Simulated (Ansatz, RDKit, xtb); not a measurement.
# Isomers of C3H6F2Se, a sample narrowed down

Which of a sample of isomers of C3H6F2Se is the most stable in the gas at 298.15 K, and what are its properties? The sample is small against all isomers, and the most stable one of this formula need not be in it.

The funnel: GFN2-xTB relaxations, single points with a density functional, relaxations at PBE-D3(BJ)/def2-SVP, harmonic vibrations (at GFN2-xTB), and a last energy at a higher level. All values are calculated.

### 1 Possible bonding patterns

Isomers were taken from a list of plausible structures; this is a sample, not all of them. That gives 5 candidates.

```tsv
label	SMILES	spin
c487	C[Se]CC(F)F	singlet
c603	FC(F)CC[SeH]	singlet
c686	CC(F)(F)C[SeH]	singlet
c724	C[C@H](F)[Se]CF	singlet
c903	CC[Se]C(F)F	singlet
```

Candidates are built by distance geometry, with a force field where one applies, in up to four conformers (letters a to d).

**Question.** With final energies at CCSD(T)/def2-SVP + MP2/def2-TZVPP - MP2/def2-SVP, which structure will this search put lowest in free energy, and by what margin?

| quantity | value |
| --- | --- |
| lowest structure found | CC(F)(F)C[SeH], singlet |
| next finalist | FC(F)CC[SeH], singlet, 4.8 kcal/mol higher in G |
| share at equilibrium, among the finalists | 100.0 % |

`CC(F)(F)C[SeH]` comes out lowest. The margin of 4.8 kcal/mol over the next finalist is beyond the usual error of the last level; it says nothing of structures that weren't ranked. GFN2-xTB, HF/STO-3G, r2SCAN-D4/def2-SVP, PBE-D3(BJ)/def2-SVP, HF/def2-SVP and MP2/def2-SVP already put its bonding pattern lowest among the structures in one piece. 8 minima inside the window were never screened. Lowest found is not proven lowest: the search is finite, and each finalist counts with one conformer. Only 5 drawn patterns were tried, so whole families of isomers are missing, and the result ranks this sample alone. The lowest isomer need not be the one that is made and kept in a bottle, which depends on barriers.
